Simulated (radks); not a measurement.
**The first electron to leave Ti⁷⁺**

Ti⁷⁺ stands in [Ne] 3s2 3p3. From which sub-shell is an electron easiest to take? Each removal is a run of its own. The parent's configuration is the lowest that an earlier search found at this level.

Program: radks (a radial shooting solver on a logarithmic mesh, Libxc functionals) version 1. Level of theory: non-relativistic Kohn-Sham, PBE, spin-polarised, spherical densities, point nucleus; open shells are filled with parallel spins first. These are calculated values, not measurements, unless marked.

5 further runs of the same task are left out: 5 set aside as unsound or not needed.

## Step 1: Starting point

| Item | Value |
| --- | --- |
| element | titanium (Z = 22) |
| charge | +7 |
| electrons | 15 |
| configuration | [Ne] 3s2 3p3 |

Outer shells as boxes (Hund's rule):

Ti⁷⁺
```
[Ne] core
3s [↑↓]
3p [↑ ][↑ ][↑ ]
```

## Step 2: The parent, Ti⁷⁺

From an earlier run at this level the parent has E = -832.529338 hartree and these outer levels (eV):

```
  level  occupation  energy (eV)
  2s up           1      -669.30
2s down           1      -668.09
  2p up           3      -582.80
2p down           3      -581.07
  3s up           1      -182.17
3s down           1      -175.10
  3p up           3      -157.48
3p down           0      -150.61
```

## Step 3: Remove 3p: [Ne] 3s2 3p2

Input:

```text
Z 22
configuration [Ne] 3s2 3p2
relativity non-relativistic
functional pbe,pbe
spin polarised
nucleus point
```

## Step 4: Remove 3s: [Ne] 3s1 3p3

Input:

```text
Z 22
configuration [Ne] 3s1 3p3
relativity non-relativistic
functional pbe,pbe
spin polarised
nucleus point
```

## Step 5: Remove 2p: [He] 2s2 2p5 3s2 3p3

Input:

```text
Z 22
configuration [He] 2s2 2p5 3s2 3p3
relativity non-relativistic
functional pbe,pbe
spin polarised
nucleus point
```

## Step 6: Remove 2s: [He] 2s1 2p6 3s2 3p3

Input:

```text
Z 22
configuration [He] 2s1 2p6 3s2 3p3
relativity non-relativistic
functional pbe,pbe
spin polarised
nucleus point
```

Q: Predict the outcome of this session. Wanted: for each run, case; final configuration; Δ-SCF; −ε of the level emptied.

The runs gave:

```
     case   final configuration  Δ-SCF (eV)  −ε of the level emptied (eV)
remove 3p          [Ne] 3s2 3p2      168.98                        157.48
remove 3s          [Ne] 3s1 3p3      185.56                        175.10
remove 2p  [He] 2s2 2p5 3s2 3p3      613.51                        581.07
remove 2s  [He] 2s1 2p6 3s2 3p3      696.64                        668.09
```

In words: Removal from 3p costs least (168.98 eV), ahead of 3s (185.56 eV). 3p is also the highest occupied level of the parent. NIST lists 170.5 eV (semi-empirical), between the same two configurations. Open shells are spherical and high-spin; term and fine-structure splittings are not resolved.
